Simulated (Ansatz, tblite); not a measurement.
# The cluster Zn₇Se₆+: rung by rung

Aim: run the doublet of the cluster Zn₇Se₆+ at one geometry on many levels, and compare frontier levels, spin and run time.

Program: Ansatz 0.2.0, Gaussian basis. Level of theory: as each input shows. These are calculated values, not measurements.

Levels to be run: GFN1-xTB, GFN2-xTB, PBE-D4/def2-TZVP, r2SCAN-D4/def2-TZVP, r2SCANh-D4/def2-TZVP, PBE-D4/def2-SVP, PBE0-D4/def2-SVP.

2 further runs of the same task are left out: 2 set aside as unsound or not needed. Runs told in other sessions of the task aren't counted.

**1. The relaxed structure**

The doublet was relaxed beforehand with PBE-D4/def2-SVP. At that level it is the lowest of the isomers that a small search found.

13 atoms, charge 1, spin multiplicity 2.

Bond lengths: Zn1–Zn5 2.455 Å, Zn1–Se10 2.499 Å, Zn1–Se11 2.416 Å, Zn2–Se8 2.474 Å, Zn2–Se9 2.441 Å, Zn2–Se10 2.335 Å, Zn3–Zn5 2.470 Å, Zn3–Se8 2.424 Å, Zn3–Se12 2.374 Å, Zn4–Se9 2.441 Å, Zn4–Se12 2.469 Å, Zn4–Se13 2.418 Å, Zn6–Se11 2.427 Å, Zn6–Se12 2.443 Å, Zn6–Se13 2.508 Å, Zn7–Se10 2.461 Å, Zn7–Se11 2.506 Å, Zn7–Se13 2.414 Å and more. Angles: Zn5–Zn1–Se10 119.7°, Zn5–Zn1–Se11 120.0°, Se10–Zn1–Se11 107.1°, Se8–Zn2–Se9 62.9°, Se8–Zn2–Se10 145.7°, Se9–Zn2–Se10 148.6°, Zn5–Zn3–Se8 98.9°, Zn5–Zn3–Se12 123.3°, Se8–Zn3–Se12 121.9°, Se9–Zn4–Se12 124.1°, Se9–Zn4–Se13 125.5°, Se12–Zn4–Se13 106.0°, Zn1–Zn5–Zn3 102.5°, Se11–Zn6–Se12 141.2°, Se11–Zn6–Se13 105.4°, Se12–Zn6–Se13 104.1°, Se10–Zn7–Se11 105.5°, Se10–Zn7–Se13 136.7° and more.

The ion is computed in the gas phase, without counter-ions or solvent.

PBE0-D4/def2-TZVP was run before; its log isn't repeated, and its numbers join the tables.

**2. GFN1-xTB**

Tight binding, by tblite at 300 K electronic temperature and without a spin-polarisation term:

```python
tblite.interface.Calculator('GFN1-xTB', numbers, positions, charge=1, uhf=1).singlepoint()
```

Energy -698.7224 eV; 0.031 s.

**3. GFN2-xTB**

Tight binding, by tblite at 300 K electronic temperature and without a spin-polarisation term:

```python
tblite.interface.Calculator('GFN2-xTB', numbers, positions, charge=1, uhf=1).singlepoint()
```

Energy -621.0504 eV; 0.049 s.

**4. PBE-D4/def2-TZVP**

start.molden holds the orbitals of an earlier run on this state, given as this run's starting guess.

Input file in.yaml:

```yaml
crystal:
  periodic: [false, false, false]
  atoms:
    - {symbol: Zn, position_ang: [-0.169348, -2.178580, 1.278418]}
    - {symbol: Zn, position_ang: [0.001860, -0.984189, -1.947946]}
    - {symbol: Zn, position_ang: [-2.411625, 0.677247, 0.026526]}
    - {symbol: Zn, position_ang: [0.522118, 1.985564, -0.829951]}
    - {symbol: Zn, position_ang: [-2.536304, -1.575558, 1.032487]}
    - {symbol: Zn, position_ang: [0.730218, 1.150017, 1.869650]}
    - {symbol: Zn, position_ang: [2.202509, -0.759848, 0.579347]}
    - {symbol: Se, position_ang: [-2.223060, 0.038216, -2.304008]}
    - {symbol: Se, position_ang: [-0.060385, 1.187237, -3.061835]}
    - {symbol: Se, position_ang: [1.222985, -2.579152, -0.757306]}
    - {symbol: Se, position_ang: [1.218244, -1.006272, 2.871039]}
    - {symbol: Se, position_ang: [-1.125689, 2.446070, 0.950093]}
    - {symbol: Se, position_ang: [2.628478, 1.599258, 0.293475]}
basis:
  gaussian: {orbitals: def2-TZVP, fitting: {mean_field: def2-universal-jkfit}, initial_orbitals: start.molden}
total_charge: 1
magnetization: {spin_polarized: true, initial_magnetization: 1}
hamiltonian: {xc: pbe, dispersion: d4}
scf: {omitted_lower_state_checks: [starts]}
output: {forces: true, orbitals: {seedname: orbitals}}
```

Started as:

```console
> ansatz run in.yaml --threads 2 --pin off --events-out ev --progress --plain --max-ram 32768MiB --backend cuda --devices 0, --max-vram 18GiB
```

Further steps of the session: r2SCAN-D4/def2-TZVP; r2SCANh-D4/def2-TZVP; PBE-D4/def2-SVP; PBE0-D4/def2-SVP.

**Question.** What will the summary of the whole plan be? Wanted: gap in def2-TZVP, named functionals, smallest and largest; ⟨S²⟩ in def2-TZVP, named functionals, smallest and largest; PBE0 total energy, smallest basis above largest.

The runs gave:

```
                                                  quantity                                value
 gap in def2-TZVP, named functionals, smallest and largest  0.42 eV (PBE-D4), 1.82 eV (PBE0-D4)
⟨S²⟩ in def2-TZVP, named functionals, smallest and largest                         0.753, 0.763
           PBE0 total energy, smallest basis above largest       96.19 eV (def2-SVP, def2-TZVP)
```

In words: Over the named functionals in def2-TZVP the gap runs from 0.42 eV (PBE-D4) to 1.82 eV (PBE0-D4); exact exchange widens it. Over the named functionals in def2-TZVP spin contamination reaches 0.01 (r2SCANh-D4), which is small.
